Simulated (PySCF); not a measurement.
# H2O3Si2: the cost of one run

Computed with PySCF 2.14.0 (relaxation, pbe0, def2-tzvp, and further levels as typed in the inputs, unless a step's input says otherwise).

## Step 1: The structure to begin with

Bond lengths: H1–O2 0.970 Å, O2–Si3 1.680 Å, Si3–O4 1.680 Å, O4–Si5 1.680 Å, Si5–O6 1.680 Å, O6–H7 0.970 Å. Angles: H1–O2–Si3 95.1°, O2–Si3–O4 106.9°, Si3–O4–Si5 107.5°, O4–Si5–O6 107.5°, Si5–O6–H7 83.0°.

Structure file:

```xyz
7

H     0.6405   -2.1289    0.6310
O     0.1654   -2.2464   -0.2065
Si    1.0272   -1.0656   -1.0345
O     0.3027    0.4082   -0.6803
Si    1.5194    1.5638   -0.5977
O     0.7961    3.0717   -0.7573
H     0.9100    2.8945   -1.7041
```

## Step 2: Relaxation: H2O3Si2, charge +1

The input, run.py:

```python
from pyscf import gto, dft
from pyscf.geomopt.geometric_solver import optimize
mol = gto.M(atom="mol.xyz", basis="def2-tzvp", charge=1, spin=1, verbose=4)
mf = dft.UKS(mol, xc="pbe0").density_fit().run(conv_tol=1e-9)
for i in range(6):  # look for a lower solution of the same spin
    mo, _, ok, _ = mf.stability(return_status=True)
    if ok: break
    mf.kernel(mf.make_rdm1(mo, mf.mo_occ))
print(f"converged SCF energy = {mf.e_tot:.10f}, stable: {ok}")
mf = mf.newton()  # steadier than the usual iterations for open shells
m = optimize(mf, maxsteps=60)
print("optimised structure (A):")
for k in range(m.natm): print(m.atom_symbol(k), *(f"{x:.8f}" for x in m.atom_coords(unit="A")[k]))
```

Run with:

```
python run.py
```

**Question.** How long does this run take on 3 threads of Arm Neoverse N1, shared host?

About 36 min.
